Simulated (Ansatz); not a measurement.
# ClF3H2Si: the cost of one run

Method: RKS PBE0-D4/def2-mTZVP, in Ansatz 0.2.0.

### 1 The system as given

Bond lengths: Si1–F3 1.585 Å, Si1–F4 1.582 Å, Si1–F5 1.578 Å, Si1–Cl7 2.486 Å. Angles: F3–Si1–F4 99.0°, F3–Si1–F5 101.2°, F3–Si1–Cl7 94.1°, F4–Si1–F5 119.4°, F4–Si1–Cl7 121.5°, F5–Si1–Cl7 113.2°.

Coordinates:

```xyz
7

Si   -0.4222   -0.1714   -0.3145
H     0.1191    0.4198    1.3815
F    -0.4937   -0.5440   -1.8532
F    -1.5077    0.9786   -0.2879
F    -0.7517   -1.5631    0.3528
H     1.0459    0.5426    1.0895
Cl    2.0103    0.3375   -0.3682
```

### 2 Pulling towards end A

Springs on the bonds that form and break draw the guess towards this end; the thresholds are loose.

File input.yaml:

```yaml
crystal:
  periodic: [false, false, false]
  atoms:
    - { symbol: Si, position_ang: [-0.4222, -0.1714, -0.3145] }
    - { symbol: H, position_ang: [0.1191, 0.4198, 1.3815] }
    - { symbol: F, position_ang: [-0.4937, -0.544, -1.8532] }
    - { symbol: F, position_ang: [-1.5077, 0.9786, -0.2879] }
    - { symbol: F, position_ang: [-0.7517, -1.5631, 0.3528] }
    - { symbol: H, position_ang: [1.0459, 0.5426, 1.0895] }
    - { symbol: Cl, position_ang: [2.0103, 0.3375, -0.3682] }
basis:
  gaussian: { orbitals: def2-mTZVP }
hamiltonian:
  xc: pbe0
  dispersion: d4
relax:
  f_tol: 0.15
  max_steps: 25
  restrain:
    - { distance: [0, 6], at: 3.43, k: 30.0 }
    - { distance: [5, 1], at: 1.92, k: 30.0 }
    - { distance: [0, 1], at: 1.42, k: 30.0 }
    - { distance: [5, 6], at: 1.33, k: 30.0 }
```

Launch:

```sh
$ ansatz run input.yaml --threads 2 --pin off --max-ram 3072MiB --backend cpu --events-out ev --progress --plain --runs-dir out
```

**Question.** How long does this run take on 2 threads of Intel Xeon Platinum 8488C (Sapphire Rapids), shared host, and how much memory does it need?

About 43 s, with a peak of 0.24 GiB.
